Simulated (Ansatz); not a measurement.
# CH5F2NSi, SMILES FC(F)N[SiH3]: vertical spin-state energies

Program: Ansatz's Python interface.

Interactive session:
```pycon
>>> import ansatz as az
>>> GEOMETRY = """
... F    -1.35540   -2.07480   -0.23020
... C    -0.75860   -1.03510    0.40410
... F     0.03480   -1.61830    1.28960
... N     0.09200   -0.30980   -0.57390
... Si    0.86850    1.07930   -0.21250
... H    -1.49870   -0.40710    0.92820
... H    -0.56240   -0.16060   -1.36110
... H     1.88790    0.82180    0.86440
... H    -0.13750    2.08350    0.30570
... H     1.51240    1.57000   -1.41150
... """
>>> molecule = az.Crystal.molecule()
>>> for line in GEOMETRY.strip().splitlines():
...     symbol, *xyz = line.split()
...     molecule = molecule.atom(symbol, [float(v) for v in xyz])
...
>>> calculation = (
...     molecule.calculation()
...     .basis(gaussian="6-31G")
...     .functional("r2scan0")
...     .accuracy("medium")
... )
>>> found = {}
>>> for unpaired in [0, 2]:
...     rep = calculation.spin("collinear", total=unpaired).run(threads=1, pin="off").report
...     s = unpaired / 2
...     found[unpaired] = rep["free_energy_ev"]
...     print(f"2S+1 = {unpaired + 1}: E = {found[unpaired]:.5f} eV, <S^2> = {abs(rep['mean_field']['state']['spin_squared']):.3f} (pure state {s * (s + 1):.2f})")
...
2S+1 = 1: E = -15909.70906 eV, <S^2> = 0.000 (pure state 0.00)
2S+1 = 3: E = -15902.95754 eV, <S^2> = 2.010 (pure state 2.00)
>>> lowest = min(found, key=found.get)
>>> for unpaired, e in found.items():
...     print(f"multiplicity {unpaired + 1}: {23.060548 * (e - found[lowest]):.1f} kcal/mol above the lowest")
...
multiplicity 1: 0.0 kcal/mol above the lowest
multiplicity 3: 155.7 kcal/mol above the lowest
```

In order: multiplicity 1 (+0.00 eV) and multiplicity 3 (+6.75 eV), all at the one geometry.

Caveats:
- The settings weren't tested for convergence.
- The geometry is a force-field or estimated start, not a minimum of this method, and the basis set is short of its limit. All parts are taken at fixed geometry, without zero-point energy.
- Wall time of the script: 21 s on 1 thread of Arm Neoverse V1, on a shared host, peak memory 0.28 GiB.
